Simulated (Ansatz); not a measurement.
# CClFI+ (SMILES F[C+](Cl)I): functionals against CCSD(T) at one geometry

Aim: energy, forces and dipole at a structure displaced at random from a GFN2-xTB minimum, from CCSD(T) and from density functionals.

The runs use Ansatz 0.2.0, Gaussian basis; single points in def2-TZVPP.

Cores are frozen in the correlated methods. Filled d shells of the heavier atoms are correlated. Core potentials replace the inner electrons past krypton, and spin-orbit coupling is left out.

## Step 1: The system as given

SMILES `F[C+](Cl)I`, 4 atoms, charge 1, spin multiplicity 1.

Atoms are counted from 1 here; the program's logs count them from 0.

Bond lengths: F1–C2 1.190 Å, C2–Cl3 1.658 Å, C2–I4 1.941 Å. Angles: F1–C2–Cl3 107.3°, F1–C2–I4 126.4°, Cl3–C2–I4 126.3°.

Geometry (Å):

```
F     1.1439    0.1472    0.5100
C     0.0762    0.0089    0.0023
Cl   -0.4523   -1.5178    0.3764
I    -0.8438    1.3033   -1.1136
```

## Step 2: CCSD(T)/def2-TZVPP

Input file run/in.yaml:

```yaml
crystal:
  periodic: [false, false, false]
  atoms:
    - {symbol: F, position_ang: [1.143900, 0.147200, 0.510000]}
    - {symbol: C, position_ang: [0.076200, 0.008900, 0.002300]}
    - {symbol: Cl, position_ang: [-0.452300, -1.517800, 0.376400]}
    - {symbol: I, position_ang: [-0.843800, 1.303300, -1.113600]}
basis:
  gaussian: {orbitals: def2-TZVPP}
total_charge: 1
correlation: {method: ccsd_t}
output: {forces: true}
```

No record of the launch command was kept for these runs.

## Step 3: PBE0-D4/def2-TZVPP

Changes to run/in.yaml since step 2:

```diff
@@ -10,3 +10,3 @@
 total_charge: 1
-correlation: {method: ccsd_t}
-output: {forces: true}
+hamiltonian: {xc: pbe0, dispersion: d4}
+output: {forces: true, orbitals: {seedname: orbitals}}
```

## Step 4: wB97M-V/def2-TZVPP

Changes to run/in.yaml since step 3:

```diff
@@ -10,3 +10,3 @@
 total_charge: 1
-hamiltonian: {xc: pbe0, dispersion: d4}
-output: {forces: true, orbitals: {seedname: orbitals}}
+hamiltonian: {xc: {name: wB97M-V}}
+output: {forces: true}
```

## Step 5: r2SCAN-D4/def2-TZVPP

Changes to run/in.yaml since step 4:

```diff
@@ -10,3 +10,3 @@
 total_charge: 1
-hamiltonian: {xc: {name: wB97M-V}}
+hamiltonian: {xc: r2scan, dispersion: d4}
 output: {forces: true}
```

## Step 6: PBE-D4/def2-TZVPP

Changes to run/in.yaml since step 5:

```diff
@@ -10,3 +10,3 @@
 total_charge: 1
-hamiltonian: {xc: r2scan, dispersion: d4}
+hamiltonian: {xc: pbe, dispersion: d4}
 output: {forces: true}
```

## Step 7: BLYP-D4/def2-TZVPP

Changes to run/in.yaml since step 6:

```diff
@@ -10,3 +10,3 @@
 total_charge: 1
-hamiltonian: {xc: pbe, dispersion: d4}
+hamiltonian: {xc: {name: BLYP}, dispersion: d4}
 output: {forces: true}
```

## Step 8: r2SCANh-D4/def2-TZVPP

Changes to run/in.yaml since step 7:

```diff
@@ -10,3 +10,3 @@
 total_charge: 1
-hamiltonian: {xc: {name: BLYP}, dispersion: d4}
+hamiltonian: {xc: {name: r2SCANh}, dispersion: d4}
 output: {forces: true}
```

(Steps that only read results are left out.)

Q: Predict the outcome of this session. Wanted: energy less free atoms, CCSD(T)/def2-TZVPP; RMS force component; RMS force error; HOMO and LUMO, PBE0-D4; T1 diagnostic.

As calculated:

| quantity | value |
| --- | --- |
| energy less free atoms, CCSD(T)/def2-TZVPP | -50.2 kcal/mol |
| RMS force component | 2.338 to 2.812 eV/Å over the methods |
| RMS force error | PBE0-D4 0.221, wB97M-V 0.160, r2SCAN-D4 0.039, PBE-D4 0.228, BLYP-D4 0.407, r2SCANh-D4 0.172 eV/Å |
| HOMO and LUMO, PBE0-D4 | -14.28 and -9.31 eV |
| T1 diagnostic | 0.016 |

**Reading.** Against CCSD(T) the functionals' energies less atoms differ by -39.2 to -11.9 kcal/mol, PBE-D4 by -39.2 kcal/mol. CCSD(T) in triple zeta still lacks some correlation energy of the bonds, so part of these gaps is its own basis error and they don't rank the functionals. The forces of r2SCAN-D4 come nearest to CCSD(T), those of BLYP-D4 are farthest. Frozen-core CCSD(T) forces in triple zeta carry basis errors of their own, and this is one geometry, so small gaps rank nothing.
